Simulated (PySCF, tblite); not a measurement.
# C₇H₁₁ radical: geometry, infrared bands and EPR parameters

Wanted: the infrared bands and EPR parameters of C₇H₁₁ radical (`[CH2]CC#CCCC`), by calculation.

The runs use tblite 0.8.0 and PySCF 2.14.0, with density-fitted response routines of our own; the level of theory stands in each step. All values are computed, except where a source is named. Atoms count from 0, in the outputs and in this text.

### 1 Starting geometry

18 atoms, charge 0, multiplicity 2; geometry from: force field or distance geometry start.

Bonds of the start (Å): C0–C1 1.51, C1–C2 1.49, C2–C3 1.21, C3–C4 1.46, C4–C5 1.51, C5–C6 1.53, C0–H7 1.12, C0–H8 1.11, C1–H9 1.09, C1–H10 1.11, C4–H11 1.10, C4–H12 1.11, C5–H13 1.12, C5–H14 1.13, C6–H15 1.10, C6–H16 1.11, C6–H17 1.11.

### 2 Optimising the geometry with GFN2-xTB

The job: settings as JSON, then the geometry in Å.

```
{"job": {"kind": "relax", "xc": "GFN2-xTB", "basis": "xTB"}, "charge": 0, "multiplicity": 2}
C     -2.647800     1.122500     0.980200
C     -2.746300    -0.269000     0.392500
C     -1.345600    -0.647500     0.065300
C     -0.214000    -0.954900    -0.238600
C      1.155200    -1.326000    -0.587800
C      1.897300    -0.056000    -0.928000
C      1.904600     0.861600     0.292900
H     -2.368300     1.829800     0.162400
H     -1.807700     1.105100     1.706600
H     -3.349800    -0.339900    -0.512400
H     -3.160200    -0.927800     1.188300
H      1.583700    -1.874600     0.264500
H      1.155600    -1.941600    -1.513200
H      2.934600    -0.231700    -1.305400
H      1.340800     0.519600    -1.722800
H      2.574700     1.716400     0.118900
H      2.237300     0.265500     1.163700
H      0.847200     1.154900     0.461400
```

Command:

```console
$ OMP_NUM_THREADS=1 python probes_run.py task.json out
```

This one command runs all jobs of the session in turn.

**Question.** This job is followed by: GFN2-xTB harmonic vibrations, gas phase; UKS B3LYP, pcH-1 on C H, non-relativistic, mean-field spin-orbit, GIAO. Predict these results of the whole session: strongest single infrared mode (GFN2-xTB); zero-point energy (GFN2-xTB); g(iso) (B3LYP); ⟨S²⟩; largest a(iso) (averaged by class); surface potential, 1st and 99th percentile.

As calculated:

| quantity | value |
| --- | --- |
| strongest single infrared mode (GFN2-xTB) | 2966 cm⁻¹, 75 km/mol |
| zero-point energy (GFN2-xTB) | 95.8 kcal/mol |
| g(iso) (B3LYP) | 2.00255 |
| ⟨S²⟩ | 0.754 (exact 0.75) |
| largest a(iso) (averaged by class) | 13C on C2, 108.6 MHz |
| surface potential, 1st and 99th percentile | -0.89 V and 0.71 V |

What this shows: Relaxing lowered the energy by 0.600 eV in 81 steps; the close pair that moved most is C0–H7, from 1.117 to 1.073 Å. All 48 modes are real, so the xTB geometry is a minimum. The strongest single mode, at 2966 cm⁻¹, moves mainly H13. GFN2-xTB is a fitted tight-binding method: band positions and strengths are rough. Its intensities can rank the bands wrongly. Most of the unpaired spin sits on C0 (1.07 e). The isotropic g lies 0.2 ppt above the free-electron value.
